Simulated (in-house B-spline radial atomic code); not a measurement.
# Zn¹⁷⁺: ionisation energy by several methods

Wanted: one ionisation energy, Zn¹⁷⁺ to configuration [Ne] 3s2, up the ladder of functionals.

The numbers are computed with in-house B-spline radial atomic code version 1 (scalar-relativistic (X2C), several functionals, spin-polarised; spherical all-electron atom at the radial basis limit), except any that are marked as measured or tabulated.

### Step 1. The atom as given

| Item | Value |
| --- | --- |
| element | zinc (Z = 30) |
| charge | +17 |
| electrons | 13 |
| configuration | [Ne] 3s2 3p1 |
| nucleus | Fermi, rms radius 3.928 fm |

The outer shells:

[Ne] 3s2 3p1
```
[Ne] core
3s [↑↓]
3p [↑ ][  ][  ]
```

Where spins are not typed, each open shell is filled with up spins first.

### Step 2. LDA (VWN5)

The run's settings:

```ini
Z = 30
electrons = 13.0
configuration = [Ne] 3s2 3p1
hamiltonian = x2c
method = lda,vwn
spin_polarised = True
nucleus = fermi
rms_radius = 3.9283
mass_number = 64
atomic_mass = 63.929141776
speed_of_light = 137.035999084
```

### Step 3. M06-L, a meta-GGA

The settings differ from step 2 so:

```diff
@@ -4,3 +4,3 @@
 hamiltonian = x2c
-method = lda,vwn
+method = m06l
 spin_polarised = True
```

### Step 4. TPSS, a meta-GGA

The settings differ from step 3 so:

```diff
@@ -4,3 +4,3 @@
 hamiltonian = x2c
-method = m06l
+method = tpss,tpss
 spin_polarised = True
```

**Question.** The tabulated ionisation energy is 613.3 ± 2.4 eV (semi-empirical; NIST Atomic Spectra Database). What does each method give, and which comes nearest?

As calculated:

| method | rung | total energy (hartree) | ΔSCF (eV) | −ε highest (eV) | ΔSCF less tabulated (eV) |
| --- | --- | --- | --- | --- | --- |
| LDA (VWN5) | LDA | -1640.8441 | 614.77 | 595.56 (3p up) | +1.47 |
| M06-L | meta-GGA | -1643.9465 | 612.79 | 594.49 (3p up) | -0.51 |
| TPSS | meta-GGA | -1644.0420 | 614.25 | 595.52 (3p up) | +0.95 |

The tabulated ionisation energy is 613.3 ± 2.4 eV (semi-empirical; NIST Atomic Spectra Database). M06-L comes nearest (-0.51 eV) and LDA (VWN5) is farthest (+1.47 eV, 0.24 %). The table's own uncertainty is as large as these misses, so the order means little. Relativistic terms that these runs lack can be as large as the gaps between close methods, so the nearest may be so by luck. Open shells are averaged (over orientations, and over spins where the run is restricted), while tables refer to the lowest levels.

Members of this set that are not shown: 4 used exact exchange with fractional occupations of an open shell, which is unsound here.
